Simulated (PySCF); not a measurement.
# C18H12 (chrysene): the cost of one run

Programs: PySCF 2.14.0, with routines of our own; each step states its level. All values are computed. Atoms count from 0.

## 1. The starting structure

30 atoms, charge 0, multiplicity 1; geometry from: GFN2-xTB.

## 2. Geometry optimisation at PBE0-D3(BJ)/def2-SVP

What the job is given:

```
{"job": {"xc": "PBE0", "basis": "def2-SVP", "d3": "d3bj", "grid": 1, "kind": "geom"}, "charge": 0, "multiplicity": 1}
C      4.631614    -0.170895    -0.154872
C      4.049357    -1.437800    -0.250293
C      2.685977    -1.584620    -0.222815
C      1.828434    -0.474921    -0.097664
C      2.428367     0.803932    -0.001114
C      3.828099     0.930038    -0.032478
C      1.604798     1.948856     0.126303
C      0.253756     1.840459     0.156729
C     -0.394419     0.581234     0.063195
C     -1.829172     0.476218     0.097264
C     -2.686814     1.585828     0.222635
C     -4.050221     1.438713     0.250983
C     -4.632472     0.171824     0.154940
C     -3.828757    -0.928969     0.033027
C     -2.428988    -0.802778     0.001818
C     -1.605361    -1.947695    -0.124908
C     -0.254380    -1.839180    -0.155663
C      0.393736    -0.579948    -0.063158
H      5.706739    -0.067329    -0.178463
H      4.683530    -2.307572    -0.347258
H      2.281146    -2.581276    -0.299686
H      4.255308     1.920004     0.042569
H      2.080209     2.917030     0.198431
H     -0.335647     2.737412     0.254889
H     -2.281762     2.582495     0.299317
H     -4.684306     2.308491     0.348127
H     -5.707683     0.068437     0.179079
H     -4.256285    -1.918704    -0.042686
H     -2.080628    -2.915960    -0.195728
H      0.335013    -2.736185    -0.252613
```

The run is started by

```
$ OMP_NUM_THREADS=2 python large_run.py task.json out
```

The driver reads the jobs from task.json and runs them one after another.

**Question.** How long does this first job take on 2 threads of Arm Neoverse N1, shared host, and how much memory does it need?

About 2 min, with a peak of 1.7 GiB.
